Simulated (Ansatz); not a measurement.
# FH₃O₂Si₂: shape, modes and thermochemistry

Aim: relax FH₃O₂Si₂ from a cheap starting geometry, then compute its harmonic vibrations to see whether it is a minimum and to get the zero-point energy and entropy, and look at its orbitals and charge.

Computed with Ansatz 0.2.0, Gaussian basis. Level: RKS PBE0-D4/def2-TZVP.

Plan: relaxation at PBE-D4/def2-SVP; relaxation at PBE0-D4/def2-TZVP; harmonic vibrations at the same level; a single point in def2-TZVPP for the fields.

## 1. Starting geometry

8 atoms, charge 0, spin multiplicity 1.

Atoms are counted from 1 here; the program's logs count them from 0.

Bond lengths: O1–Si2 1.584 Å, O1–H6 0.955 Å, Si2–F3 1.569 Å, Si2–O4 1.626 Å, Si2–Si5 2.264 Å, O4–Si5 1.588 Å, Si5–H7 1.510 Å, Si5–H8 1.463 Å. Angles: Si2–O1–H6 119.1°, O1–Si2–F3 110.4°, O1–Si2–O4 108.5°, O1–Si2–Si5 123.9°, F3–Si2–O4 106.4°, F3–Si2–Si5 123.4°, O4–Si2–Si5 44.5°, Si2–O4–Si5 89.5°, Si2–Si5–O4 45.9°, Si2–Si5–H7 120.5°, Si2–Si5–H8 121.7°, O4–Si5–H7 107.8°, O4–Si5–H8 113.2°, H7–Si5–H8 117.8°.

As a file:

```
O    -1.65540    0.98950    0.63070
Si   -0.12130    0.59680    0.66390
F     0.39050    0.51940    2.14470
O     0.04120   -0.89820    0.04420
Si    0.98850   -0.31250   -1.08750
H    -2.30840    0.33470    0.86910
H     2.36110   -0.91230   -0.89750
H     0.39590   -0.37460   -2.42330
```

The start is a force-field geometry with small random shifts, so a cheaper pass at PBE-D4/def2-SVP comes first.

## 2. Relaxation at PBE-D4/def2-SVP (cheap first pass)

in.yaml

```yaml
crystal:
  periodic: [false, false, false]
  atoms:
    - {symbol: O, position_ang: [-1.655400, 0.989500, 0.630700]}
    - {symbol: Si, position_ang: [-0.121300, 0.596800, 0.663900]}
    - {symbol: F, position_ang: [0.390500, 0.519400, 2.144700]}
    - {symbol: O, position_ang: [0.041200, -0.898200, 0.044200]}
    - {symbol: Si, position_ang: [0.988500, -0.312500, -1.087500]}
    - {symbol: H, position_ang: [-2.308400, 0.334700, 0.869100]}
    - {symbol: H, position_ang: [2.361100, -0.912300, -0.897500]}
    - {symbol: H, position_ang: [0.395900, -0.374600, -2.423300]}
basis:
  gaussian: {orbitals: def2-SVP}
hamiltonian: {xc: pbe, dispersion: d4}
relax: {f_tol: 0.03, max_steps: 200}
```

Started as:

```bash
ansatz run in.yaml --threads 2 --pin off --events-out ev --progress --plain --max-ram 4352MiB
```

What it wrote, cut to the lines that bear on the results:

```text
Functional definition: PBE
  name "PBE"
  cite "Perdew, Burke & Ernzerhof, Phys. Rev. Lett. 77, 3865 (1996) doi:10.1103/PhysRevLett.77.3865"
  parent pbe
[...]
1000 factors; their error is unknown
[...]
mean field -22591.94214680 eV, -830.2385605264 hartree, gradient 5.7e-5 eV, S^2 0.000000; 0 other end points of the search recorded, 0 dependent functions left out
[...]
reference -22591.94218046 eV, -830.2385617636 hartree; 28, 28 occupied and 65, 65 virtual orbitals, 1000 factors
relax step   1: F+E_penalty+E_count = -22592.13173898 eV  Δ(F+E_penalty+E_count) = +0.000e0 eV  max|allowed force component| = 4.566e0 eV/Å  Δτ_max = 0.0000 Å  (28 SCF iters, accepted)
[...]
relax step   7: F+E_penalty+E_count = -22593.03390892 eV  Δ(F+E_penalty+E_count) = -1.814e-3 eV  max|allowed force component| = 6.303e-2 eV/Å  Δτ_max = 0.0288 Å  (29 SCF iters, accepted)
[...]
relax step  13: F+E_penalty+E_count = -22593.06085951 eV  Δ(F+E_penalty+E_count) = -2.256e-4 eV  max|allowed force component| = 2.956e-1 eV/Å  Δτ_max = 0.0021 Å  (20 SCF iters, accepted)
[...]
relax step  19: F+E_penalty+E_count = -22593.07042245 eV  Δ(F+E_penalty+E_count) = +1.051e-2 eV  max|allowed force component| = 8.929e-1 eV/Å  Δτ_max = 0.0992 Å  (29 SCF iters, rejected (line search))
[...]
relax step  25: F+E_penalty+E_count = -22593.08501067 eV  Δ(F+E_penalty+E_count) = +3.362e-5 eV  max|allowed force component| = 4.871e-2 eV/Å  Δτ_max = 0.0083 Å  (31 SCF iters, rejected (line search))
[...]
relax step  26: F+E_penalty+E_count = -22593.08508784 eV  Δ(F+E_penalty+E_count) = -4.355e-5 eV  max|allowed force component| = 2.160e-2 eV/Å  Δτ_max = 0.0041 Å  (31 SCF iters, accepted)
1000 factors; their error is unknown
mean field -22592.90074051 eV, -830.2737881955 hartree, gradient 9.9e-6 eV, S^2 0.000000; 1 other end points of the search recorded, 0 dependent functions left out
[...]
reference -22592.90077314 eV, -830.2737893948 hartree; 28, 28 occupied and 65, 65 virtual orbitals, 1000 factors
Total energy: -22593.08512047 eV, -830.2805640342 hartree
Atom 0 at    -1.886377     0.640855     0.526579 Å, force    -0.011091     0.015698     0.009960 eV/Å
Atom 1 at    -0.291301     0.200557     0.598907 Å, force    -0.008317    -0.009326    -0.001101 eV/Å
Atom 2 at     0.187650     0.383480     2.151088 Å, force     0.002339     0.002834     0.003090 eV/Å
Atom 3 at     0.040728    -1.311798    -0.074656 Å, force     0.021596    -0.002494    -0.011392 eV/Å
Atom 4 at     1.064216    -0.267911    -1.080429 Å, force    -0.005611    -0.005642     0.004211 eV/Å
Atom 5 at    -2.226169     1.112577     1.308149 Å, force     0.001049    -0.000503    -0.005920 eV/Å
Atom 6 at     2.534221    -0.555408    -0.954824 Å, force    -0.000125    -0.000955    -0.000177 eV/Å
Atom 7 at     0.669132    -0.259552    -2.530513 Å, force     0.000159     0.000388     0.001329 eV/Å
Dipole moment:    -0.019525     0.374653    -0.022332 e Å
```

Wall time 40 s (2 threads of Arm Neoverse V1, shared host).

The steps of the relaxation: (the energy doesn't fall at every step)

```csv
step,energy from step 1 (eV),largest force component (eV/Å)
1,0.0000,4.5660
2,-0.5713,2.9141
3,-0.8737,0.5963
4,-0.8926,0.2875
5,-0.8935,0.4295
6,-0.9004,0.0524
7,-0.9022,0.0630
8,-0.8966,0.7414
9,-0.9070,0.1293
10,-0.9102,0.4804
11,-0.9236,0.1559
12,-0.9289,0.2928
13,-0.9291,0.2956
14,-0.9336,0.1587
15,-0.9349,0.0784
16,-0.9457,0.3227
17,-0.9344,0.9382
18,-0.9492,0.0784
19,-0.9387,0.8929
20,-0.9514,0.0355
21,-0.9515,0.2975
22,-0.9522,0.1348
23,-0.9500,0.2952
24,-0.9533,0.0475
25,-0.9533,0.0487
26,-0.9533,0.0216
```

Close pairs (by a distance rule), those that changed most:

| bond | before (Å) | after (Å) | change (Å) |
| --- | --- | --- | --- |
| O4–Si5 | 1.588 | 1.774 | +0.187 |
| O1–Si2 | 1.584 | 1.656 | +0.072 |
| Si2–F3 | 1.569 | 1.635 | +0.066 |
| Si2–O4 | 1.626 | 1.689 | +0.062 |
| Si2–Si5 | 2.264 | 2.208 | -0.056 |
| Si5–H8 | 1.463 | 1.503 | +0.040 |
| O1–H6 | 0.955 | 0.974 | +0.019 |
| Si5–H7 | 1.510 | 1.503 | -0.007 |

## 3. Geometry optimisation, PBE0-D4/def2-TZVP

in.yaml

```yaml
crystal:
  periodic: [false, false, false]
  atoms:
    - {symbol: O, position_ang: [-1.886377, 0.640855, 0.526579]}
    - {symbol: Si, position_ang: [-0.291301, 0.200557, 0.598907]}
    - {symbol: F, position_ang: [0.187650, 0.383480, 2.151088]}
    - {symbol: O, position_ang: [0.040728, -1.311798, -0.074656]}
    - {symbol: Si, position_ang: [1.064216, -0.267911, -1.080429]}
    - {symbol: H, position_ang: [-2.226169, 1.112577, 1.308149]}
    - {symbol: H, position_ang: [2.534221, -0.555408, -0.954824]}
    - {symbol: H, position_ang: [0.669132, -0.259552, -2.530513]}
basis:
  gaussian: {orbitals: def2-TZVP}
hamiltonian: {xc: pbe0, dispersion: d4}
relax: {f_tol: 0.005, max_steps: 150}
```

Launched as before.

What it wrote, cut to the lines that bear on the results:

```text
Functional definition: PBE0
  name "PBE0"
  cite "Adamo & Barone, J. Chem. Phys. 110, 6158 (1999) doi:10.1063/1.478522"
  cite "Perdew, Burke & Ernzerhof, Phys. Rev. Lett. 77, 3865 (1996) doi:10.1103/PhysRevLett.77.3865"
  parent pbe
[...]
1126 factors; their error is unknown
[...]
mean field -22608.82471666 eV, -830.8589835255 hartree, gradient 2.2e-5 eV, S^2 0.000000; 0 other end points of the search recorded, 0 dependent functions left out
[...]
reference -22608.82474698 eV, -830.8589846395 hartree; 28, 28 occupied and 157, 157 virtual orbitals, 1126 factors
relax step   1: F+E_penalty+E_count = -22608.98014707 eV  Δ(F+E_penalty+E_count) = +0.000e0 eV  max|allowed force component| = 1.572e0 eV/Å  Δτ_max = 0.0000 Å  (29 SCF iters, accepted)
[...]
reference -22608.94327075 eV, -830.8633403080 hartree; 28, 28 occupied and 157, 157 virtual orbitals, 1126 factors
Total energy: -22609.10008660 eV, -830.8691031842 hartree
Atom 0 at    -1.838931     0.660683     0.523093 Å, force    -0.002288     0.001971     0.002739 eV/Å
Atom 1 at    -0.283100     0.211823     0.591335 Å, force     0.000905    -0.000530    -0.002107 eV/Å
Atom 2 at     0.180267     0.366376     2.105392 Å, force    -0.000228    -0.000789    -0.000104 eV/Å
Atom 3 at     0.050745    -1.261347    -0.073700 Å, force     0.001044    -0.000139     0.001015 eV/Å
Atom 4 at     1.048168    -0.271101    -1.064311 Å, force    -0.000143     0.000840    -0.000343 eV/Å
Atom 5 at    -2.225520     1.065825     1.301999 Å, force     0.001477    -0.001073    -0.002250 eV/Å
Atom 6 at     2.498955    -0.558888    -0.942784 Å, force    -0.000054    -0.000188     0.000954 eV/Å
Atom 7 at     0.661516    -0.270571    -2.496722 Å, force    -0.000712    -0.000092     0.000096 eV/Å
Dipole moment:    -0.015242     0.326243    -0.030482 e Å
```

It took 54 s on 2 threads of Arm Neoverse V1, shared host.

Along the way:

```csv
step,energy from step 1 (eV),largest force component (eV/Å)
1,0.0000,1.5722
2,-0.0808,0.9846
3,-0.1183,0.0672
4,-0.1189,0.0563
5,-0.1197,0.0552
6,-0.1197,0.0606
7,-0.1199,0.0093
8,-0.1199,0.0049
9,-0.1199,0.0038
10,-0.1199,0.0049
11,-0.1199,0.0027
```

The force was under the threshold of 0.005 eV/Å already at step 8, but the program went on to step 11.

Distances of close pairs at the start and the end, largest changes first:

| bond | before (Å) | after (Å) | change (Å) |
| --- | --- | --- | --- |
| O4–Si5 | 1.774 | 1.720 | -0.055 |
| Si2–F3 | 1.635 | 1.591 | -0.044 |
| Si2–O4 | 1.689 | 1.650 | -0.038 |
| O1–Si2 | 1.656 | 1.621 | -0.036 |
| Si2–Si5 | 2.208 | 2.179 | -0.030 |
| Si5–H8 | 1.503 | 1.484 | -0.019 |
| Si5–H7 | 1.503 | 1.484 | -0.019 |
| O1–H6 | 0.974 | 0.959 | -0.015 |

Mulliken charges of the relaxed molecule (report file):

```
atom  value (e)
  O1      -0.49
 Si2       0.70
  F3      -0.29
  O4      -0.40
 Si5       0.15
  H6       0.34
  H7       0.00
  H8      -0.01
```

## 4. Vibrations by finite differences

in.yaml

```yaml
crystal:
  periodic: [false, false, false]
  atoms:
    - {symbol: O, position_ang: [-1.838931, 0.660683, 0.523093]}
    - {symbol: Si, position_ang: [-0.283100, 0.211823, 0.591335]}
    - {symbol: F, position_ang: [0.180267, 0.366376, 2.105392]}
    - {symbol: O, position_ang: [0.050745, -1.261347, -0.073700]}
    - {symbol: Si, position_ang: [1.048168, -0.271101, -1.064311]}
    - {symbol: H, position_ang: [-2.225520, 1.065825, 1.301999]}
    - {symbol: H, position_ang: [2.498955, -0.558888, -0.942784]}
    - {symbol: H, position_ang: [0.661516, -0.270571, -2.496722]}
basis:
  gaussian: {orbitals: def2-TZVP}
hamiltonian: {xc: pbe0, dispersion: d4}
phonons: {temperatures: {t_min: 298.15, t_max: 900, t_step: 200}}
```

Same command.

What it wrote, cut to the lines that bear on the results:

```text
Functional definition: PBE0
  name "PBE0"
  cite "Adamo & Barone, J. Chem. Phys. 110, 6158 (1999) doi:10.1063/1.478522"
  cite "Perdew, Burke & Ernzerhof, Phys. Rev. Lett. 77, 3865 (1996) doi:10.1103/PhysRevLett.77.3865"
  parent pbe
[...]
1126 factors; their error is unknown
[...]
mean field -22608.94324094 eV, -830.8633392124 hartree, gradient 1.4e-5 eV, S^2 0.000000; 0 other end points of the search recorded, 0 dependent functions left out
[...]
reference -22608.94327101 eV, -830.8633403175 hartree; 28, 28 occupied and 157, 157 virtual orbitals, 1126 factors
[...]
1126 factors; their error is unknown
mean field -22608.94308553 eV, -830.8633335012 hartree, gradient 2.0e-6 eV, S^2 0.000000; 0 other end points of the search recorded, 0 dependent functions left out
[...]
reference -22608.94311560 eV, -830.8633346062 hartree; 28, 28 occupied and 157, 157 virtual orbitals, 1126 factors
[...]
Atom 0 at    -1.838931     0.660683     0.523093 Å, force    -0.002287     0.001965     0.002767 eV/Å
Atom 1 at    -0.283100     0.211823     0.591335 Å, force     0.000898    -0.000555    -0.002166 eV/Å
Atom 2 at     0.180267     0.366376     2.105392 Å, force    -0.000218    -0.000787    -0.000081 eV/Å
Atom 3 at     0.050745    -1.261347    -0.073700 Å, force     0.001045    -0.000069     0.000999 eV/Å
Atom 4 at     1.048168    -0.271101    -1.064311 Å, force    -0.000166     0.000804    -0.000313 eV/Å
Atom 5 at    -2.225520     1.065825     1.301999 Å, force     0.001483    -0.001081    -0.002263 eV/Å
Atom 6 at     2.498955    -0.558888    -0.942784 Å, force    -0.000039    -0.000186     0.000959 eV/Å
Atom 7 at     0.661516    -0.270571    -2.496722 Å, force    -0.000716    -0.000092     0.000099 eV/Å
Dipole moment:    -0.015242     0.326245    -0.030481 e Å
Vibrations: 132.92 180.68 270.97 291.45 293.88 465.05 508.80 625.97 636.68 758.49 795.74 889.22 947.29 964.73 1034.95 2228.54 2241.76 3913.02 cm⁻¹, zero-point energy 1.065035 eV
```

Wall time 2.6 min (2 threads of Arm Neoverse V1, shared host).

Motions are named by where the mode's potential energy lies. Wavenumbers, unscaled:

```
mode  cm⁻¹                   motion
   1   133                     bend
   2   181        bend with torsion
   3   271        bend with torsion
   4   291        torsion with bend
   5   294                     bend
   6   465                     bend
   7   509  bend with Si–Si stretch
   8   626   bend with Si–O stretch
   9   637                     bend
  10   758   bend with Si–O stretch
  11   796                     bend
  12   889   bend with Si–F stretch
  13   947    Si–F and Si–O stretch
  14   965                     bend
  15  1035   Si–O stretch with bend
  16  2229             Si–H stretch
  17  2242             Si–H stretch
  18  3913              O–H stretch
```

From these modes and the moments of inertia (298.15 K, 1 bar, symmetry number 1):

| term | value |
| --- | --- |
| zero-point energy | 24.6 kcal/mol |
| H(298) − E | 29.2 kcal/mol |
| entropy, translation | 167.5 J/(mol K) |
| entropy, rotation | 112.1 J/(mol K) |
| entropy, vibration | 53.7 J/(mol K) |
| entropy, total | 333.2 J/(mol K) |

## 5. A single point for the fields

Edit in.yaml of step 4 so:

```diff
@@ -12,4 +12,4 @@
 basis:
-  gaussian: {orbitals: def2-TZVP}
+  gaussian: {orbitals: def2-TZVPP}
 hamiltonian: {xc: pbe0, dispersion: d4}
-phonons: {temperatures: {t_min: 298.15, t_max: 900, t_step: 200}}
+output: {orbitals: {seedname: orbitals}}
```

Same command.

What it wrote:

```text
Functional definition: PBE0
  name "PBE0"
  cite "Adamo & Barone, J. Chem. Phys. 110, 6158 (1999) doi:10.1063/1.478522"
  cite "Perdew, Burke & Ernzerhof, Phys. Rev. Lett. 77, 3865 (1996) doi:10.1103/PhysRevLett.77.3865"
  parent pbe
  parameter a = 0.25
  parameter kappa = 0.804
  parameter beta = 0.06672455060314922
  exchange = (1 - a)*pbe_x(kappa = kappa, mu = beta*pi^2/3) + a*exact_x
  correlation = pbe_c(beta = beta)
1217 factors; their error is unknown
mean field evaluation 1: about -22599.5932 eV, gradient 7.8e1 eV
mean field evaluation 2: about -22574.0555 eV, gradient 1.4e2 eV
mean field evaluation 4: about -22608.8151 eV, gradient 9.7e0 eV
mean field evaluation 8: about -22608.9499 eV, gradient 2.1e-1 eV
mean field evaluation 16: about -22609.0016 eV, gradient 6.5e-5 eV
mean field -22609.00155456 eV, -830.8654821985 hartree, gradient 6.5e-5 eV, S^2 0.000000; 0 other end points of the search recorded, 0 dependent functions left out
reference -22609.00158471 eV, -830.8654833065 hartree; 28, 28 occupied and 191, 191 virtual orbitals, 1217 factors
Total energy: -22609.15840055 eV, -830.8712461823 hartree
```

It took 4 s on 2 threads of Arm Neoverse V1, shared host.

The fields below are evaluated on a grid from the run's orbitals.

Frontier orbitals at PBE0-D4/def2-TZVPP, with the share of their density that lies nearest to each atom:

```
orbital  energy (eV)                                     lies on
   HOMO        -7.21           Si2, Si5 about 28 % each; O4 25 %
   LUMO        -1.09  Si5 31 %; Si2 17 %; H7, H8 about 15 % each
```

ELF in a plane through or near 7 of the atoms.

Values, 10 rows by 14 columns:
```
0.00 0.00 0.00 0.00 0.00 0.00 0.00 0.00 0.00 0.00 0.00 0.00 0.00 0.00
0.00 0.00 0.00 0.00 0.00 0.00 0.00 0.01 0.04 0.02 0.00 0.00 0.00 0.00
0.00 0.00 0.02 0.38 0.32 0.01 0.00 0.18 0.65 0.57 0.14 0.00 0.00 0.00
0.00 0.00 0.83 1.00 0.98 0.21 0.05 0.25 0.79 0.84 0.38 0.01 0.00 0.00
0.00 0.01 0.90 1.00 0.99 0.22 0.40 0.12 0.07 0.25 0.02 0.01 0.00 0.00
0.00 0.00 0.03 0.25 0.10 0.62 0.32 0.06 0.12 0.78 0.87 0.83 0.02 0.00
0.00 0.00 0.19 0.96 1.00 0.86 0.19 0.08 0.52 0.62 0.74 0.37 0.01 0.00
0.00 0.00 0.24 0.99 1.00 0.94 0.04 0.01 0.23 0.68 0.30 0.02 0.00 0.00
0.00 0.00 0.00 0.18 0.63 0.23 0.00 0.00 0.00 0.03 0.01 0.00 0.00 0.00
0.00 0.00 0.00 0.00 0.00 0.00 0.00 0.00 0.00 0.00 0.00 0.00 0.00 0.00
```
The map spans 10.7 Å across and 8.5 Å up, centred on the molecule. Atoms in the plane (x, y in Å): O1 (1.8, -0.9), Si2 (0.7, 0.2), F3 (1.4, 1.7), Si5 (-1.5, -0.1), H6 (2.7, -0.6), H7 (-2.5, 1.0), H8 (-2.1, -1.4).

On the surface of density 0.002 e/bohr³ the electrostatic potential runs, from the 1st to the 99th percentile, from -1.28 V near O4 to 2.52 V near H6.

## 6. Results

```
                  quantity            value
               point group               C1
                     steps          26 + 11
shift from the start (rms)          0.425 Å
              total energy   -22609.1001 eV
           dispersion term         -157 meV
             dipole moment           1.58 D
lowest, highest wavenumber   133, 3913 cm⁻¹
         zero-point energy    24.6 kcal/mol
       entropy at 298.15 K  333.2 J/(mol K)
                HOMO, LUMO  -7.21, -1.09 eV
```

The relaxed geometry lies 0.42 Å (rms) from the start; the bond that changed most is O4–Si5, from 1.588 to 1.720 Å. No mode is imaginary: a true minimum at this level. The stiffest mode, 3913 cm⁻¹, is an O–H stretch, and 2 modes under 200 cm⁻¹ make the vibrational entropy uncertain. Harmonic hybrid wavenumbers usually lie a few per cent above measured fundamentals. The largest Mulliken charge, +0.70 e, sits on Si2. The HOMO lies mostly on Si2, Si5 about 28 % each; O4 25 % and the LUMO on Si5 31 %; Si2 17 %.
